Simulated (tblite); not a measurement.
# H14Si28: the cost of one run

Programs: tblite 0.8.0 and PySCF 2.14.0, with routines of our own; each step states its level. All values are computed. Atoms count from 0.

## Step 1: The starting structure

42 atoms, charge 0, multiplicity 1; geometry from: force field, distance geometry or constructed start.

## Step 2: Geometry optimisation with GFN2-xTB

The job: settings as JSON, then the geometry in Å.

```
{"job": {"kind": "relax", "xc": "GFN2-xTB", "basis": "xTB"}, "charge": 0, "multiplicity": 1}
Si     0.189300     4.149200    -0.226600
Si    -1.754500     5.271200     0.218100
Si    -3.681800     4.148700    -0.224000
Si    -3.687700     1.920200     0.218800
Si    -1.752300     0.797100    -0.221600
Si     0.181100     1.915300     0.222400
Si     7.927200     4.152700    -0.228300
Si     5.994800     5.271300     0.226500
Si     4.058400     4.148900    -0.225400
Si     4.052900     1.915000     0.226600
Si     5.989300     0.797100    -0.227100
Si     7.924600     1.913800     0.225000
Si    -5.626100     0.799000    -0.220000
Si    -5.620500    -1.437500     0.222300
Si    -3.689200    -2.549400    -0.224800
Si    -1.753200    -1.436300     0.231300
Si     2.120400     5.270500     0.225900
Si     2.118900     0.794900    -0.226000
Si     2.119400    -1.435100     0.227500
Si     4.058500    -2.553600    -0.222300
Si     5.989100    -1.433100     0.226500
Si     0.183500    -2.553000    -0.225200
Si    -3.683600    -4.785000     0.231600
Si    -1.755500    -5.911500    -0.226500
Si     0.184900    -4.787000     0.225900
Si    -7.564500    -2.555400    -0.222500
Si    -7.557700    -4.787300     0.224300
Si    -5.623300    -5.906600    -0.223800
H     -1.750700     6.680600    -0.061200
H     -4.908500     4.857200     0.062600
H      9.153300     4.857400     0.058100
H      5.989500     6.681500    -0.059000
H      9.148700     1.210100    -0.061100
H     -6.843200     1.502800     0.062900
H      2.121200     6.682000    -0.062500
H      4.056200    -3.963900     0.056300
H      7.213200    -2.142600    -0.063300
H     -1.750400    -7.316400     0.056600
H      1.408000    -5.499300    -0.059300
H     -8.785800    -1.845200     0.060400
H     -8.781100    -5.497700    -0.055400
H     -5.616800    -7.324500     0.062900
```

Started as:

```sh
$ OMP_NUM_THREADS=4 python large_run.py task.json out
```

The driver reads the jobs from task.json and runs them one after another.

**Question.** How long does this first job take on 4 threads of Arm Neoverse N1, shared host, and how much memory does it need?

About 51 s, with a peak of 0.17 GiB.
